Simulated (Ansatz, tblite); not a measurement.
# C33H17F3OS6: a ladder of methods and basis sets

One table from this session's results is given with a row withheld; the runs are named, their logs left out.

Program: Ansatz 0.2.0, Gaussian basis. Level of theory: as each input shows. These are calculated values, not measurements.

Plan: GFN1-xTB, GFN2-xTB, PBE-D4/def2-TZVP, r2SCAN-D4/def2-TZVP, PBE-D4/def2-SVP, PBE0-D4/def2-SVP.

1 further run of the same task is left out (set aside as unsound or not needed).

### The geometry

The geometry is that of the singlet, from an earlier relaxation (PBE-D4/def2-SVP).

SMILES `COc1ccc(-c2cc3sc(-c4cc5sc(-c6cc7sc(-c8ccc(C(F)=C(F)F)cc8)cc7s6)cc5s4)cc3s2)cc1`, 60 atoms, charge 0, spin multiplicity 1.

Bond lengths: C1–O2 1.415 Å, C1–H44 1.113 Å, C1–H45 1.114 Å, C1–H46 1.106 Å, O2–C3 1.359 Å, C3–C4 1.410 Å, C3–C43 1.413 Å, C4–C5 1.400 Å, C4–H47 1.098 Å, C5–C6 1.413 Å, C5–H48 1.102 Å, C6–C7 1.461 Å, C6–C42 1.420 Å, C7–C8 1.395 Å, C7–S41 1.771 Å, C8–C9 1.417 Å, C8–H49 1.097 Å, C9–S10 1.741 Å and more. Angles: O2–C1–H44 111.9°, O2–C1–H45 111.9°, O2–C1–H46 106.5°, H44–C1–H45 108.6°, H44–C1–H46 108.9°, H45–C1–H46 108.9°, C1–O2–C3 118.4°, O2–C3–C4 124.8°, O2–C3–C43 116.2°, C4–C3–C43 119.1°, C3–C4–C5 119.8°, C3–C4–H47 121.1°, C5–C4–H47 119.1°, C4–C5–C6 122.1°, C4–C5–H48 118.4°, C6–C5–H48 119.5°, C5–C6–C7 121.8°, C5–C6–C42 117.2° and more.

PBE0-D4/def2-TZVP was run before; its log isn't repeated, and its numbers join the tables.

The first run:

Tight binding, by tblite at 300 K electronic temperature and without a spin-polarisation term:

```python
tblite.interface.Calculator('GFN1-xTB', numbers, positions, charge=0, uhf=0).singlepoint()
```

Tight binding, by tblite at 300 K electronic temperature and without a spin-polarisation term:

```python
tblite.interface.Calculator('GFN2-xTB', numbers, positions, charge=0, uhf=0).singlepoint()
```

start.molden holds the orbitals of an earlier run on this state, given as this run's starting guess.

The input, in.yaml:

```yaml
crystal:
  periodic: [false, false, false]
  atoms:
    - {symbol: C, position_ang: [-14.881407, -0.151146, 0.416096]}
    - {symbol: O, position_ang: [-14.062189, 0.674738, -0.390164]}
    - {symbol: C, position_ang: [-12.713078, 0.548830, -0.283306]}
    - {symbol: C, position_ang: [-12.055050, -0.355279, 0.575774]}
    - {symbol: C, position_ang: [-10.655684, -0.395409, 0.602515]}
    - {symbol: C, position_ang: [-9.865606, 0.444678, -0.214144]}
    - {symbol: C, position_ang: [-8.405788, 0.398659, -0.181958]}
    - {symbol: C, position_ang: [-7.495199, 1.254211, -0.801484]}
    - {symbol: C, position_ang: [-6.153390, 0.884468, -0.537093]}
    - {symbol: S, position_ang: [-4.591853, 1.509682, -0.985046]}
    - {symbol: C, position_ang: [-3.767933, 0.237231, -0.071376]}
    - {symbol: C, position_ang: [-2.328210, 0.178686, -0.032811]}
    - {symbol: C, position_ang: [-1.525971, -0.730036, 0.664676]}
    - {symbol: C, position_ang: [-0.150183, -0.478984, 0.457919]}
    - {symbol: S, position_ang: [1.331059, -1.209783, 1.008742]}
    - {symbol: C, position_ang: [2.301219, -0.041308, 0.099169]}
    - {symbol: C, position_ang: [3.740788, -0.105121, 0.126694]}
    - {symbol: C, position_ang: [4.645871, 0.710682, -0.559311]}
    - {symbol: C, position_ang: [5.985705, 0.344036, -0.293431]}
    - {symbol: S, position_ang: [7.544318, 0.914670, -0.812013]}
    - {symbol: C, position_ang: [8.376074, -0.311669, 0.158511]}
    - {symbol: C, position_ang: [9.832279, -0.386370, 0.148716]}
    - {symbol: C, position_ang: [10.522100, -1.391972, 0.870740]}
    - {symbol: C, position_ang: [11.913077, -1.475456, 0.850964]}
    - {symbol: C, position_ang: [12.692188, -0.555531, 0.106027]}
    - {symbol: C, position_ang: [14.143874, -0.708044, 0.118360]}
    - {symbol: F, position_ang: [14.627018, -1.742554, 0.847935]}
    - {symbol: C, position_ang: [15.087628, 0.043774, -0.505480]}
    - {symbol: F, position_ang: [16.384081, -0.199477, -0.424133]}
    - {symbol: F, position_ang: [14.827289, 1.100228, -1.264702]}
    - {symbol: C, position_ang: [12.011053, 0.458010, -0.613760]}
    - {symbol: C, position_ang: [10.620174, 0.534480, -0.587724]}
    - {symbol: C, position_ang: [7.468543, -1.117756, 0.847780]}
    - {symbol: C, position_ang: [6.127393, -0.747135, 0.591505]}
    - {symbol: S, position_ang: [4.567557, -1.325419, 1.106315]}
    - {symbol: C, position_ang: [1.498745, 0.869033, -0.595911]}
    - {symbol: C, position_ang: [0.123354, 0.616821, -0.391236]}
    - {symbol: S, position_ang: [-1.358323, 1.345039, -0.945339]}
    - {symbol: C, position_ang: [-4.676455, -0.624249, 0.550807]}
    - {symbol: C, position_ang: [-6.015500, -0.254089, 0.284835]}
    - {symbol: S, position_ang: [-7.579558, -0.876831, 0.727416]}
    - {symbol: C, position_ang: [-10.550758, 1.343971, -1.073701]}
    - {symbol: C, position_ang: [-11.940803, 1.398472, -1.107699]}
    - {symbol: H, position_ang: [-14.703791, 0.021195, 1.501702]}
    - {symbol: H, position_ang: [-14.725261, -1.231665, 0.197039]}
    - {symbol: H, position_ang: [-15.927625, 0.115680, 0.177016]}
    - {symbol: H, position_ang: [-12.621358, -1.029559, 1.231753]}
    - {symbol: H, position_ang: [-10.164595, -1.100784, 1.291486]}
    - {symbol: H, position_ang: [-7.794596, 2.118141, -1.407525]}
    - {symbol: H, position_ang: [-1.932943, -1.531980, 1.292833]}
    - {symbol: H, position_ang: [4.335760, 1.526354, -1.224019]}
    - {symbol: H, position_ang: [9.957421, -2.130871, 1.457196]}
    - {symbol: H, position_ang: [12.418766, -2.269053, 1.417441]}
    - {symbol: H, position_ang: [12.573118, 1.193987, -1.202071]}
    - {symbol: H, position_ang: [10.126485, 1.335993, -1.159297]}
    - {symbol: H, position_ang: [7.770825, -1.939887, 1.508124]}
    - {symbol: H, position_ang: [1.905637, 1.674950, -1.219134]}
    - {symbol: H, position_ang: [-4.369300, -1.481301, 1.162971]}
    - {symbol: H, position_ang: [-9.979317, 2.007879, -1.738410]}
    - {symbol: H, position_ang: [-12.467717, 2.094139, -1.776797]}
basis:
  gaussian: {orbitals: def2-TZVP, fitting: {mean_field: def2-universal-jkfit}, initial_orbitals: start.molden}
hamiltonian: {xc: pbe, dispersion: d4}
scf: {omitted_lower_state_checks: [starts]}
output: {orbitals: {seedname: orbitals}}
```

Command:

```bash
$ ansatz run in.yaml --threads 5 --pin off --events-out ev --progress --plain --max-ram 66560MiB --backend cuda --devices 0, --max-vram 37GiB
```

Steps of the session up to this table: PBE-D4/def2-TZVP; r2SCAN-D4/def2-TZVP; PBE-D4/def2-SVP; PBE0-D4/def2-SVP.

One table of the session follows, with a row left open; its other results are not shown here.

It belongs to the step «Binding energy». 

| level | binding an atom (eV) |
| --- | --- |
| PBE-D4/def2-SVP | 5.563 |
| PBE-D4/def2-TZVP | 5.477 |
| r2SCAN-D4/def2-TZVP | 5.264 |
| PBE0-D4/def2-SVP | ? |
| PBE0-D4/def2-TZVP | 5.320 |

Q: Estimate the row for PBE0-D4/def2-SVP from the others.

As computed: binding an atom (eV): 5.400. In the column «binding an atom (eV)» it lies between PBE0-D4/def2-TZVP (5.320) and PBE-D4/def2-TZVP (5.477).

Limits of these values: Free atoms were run apart at each level; binding is atoms less cluster, divided by the number of atoms, without zero-point or spin-orbit terms.
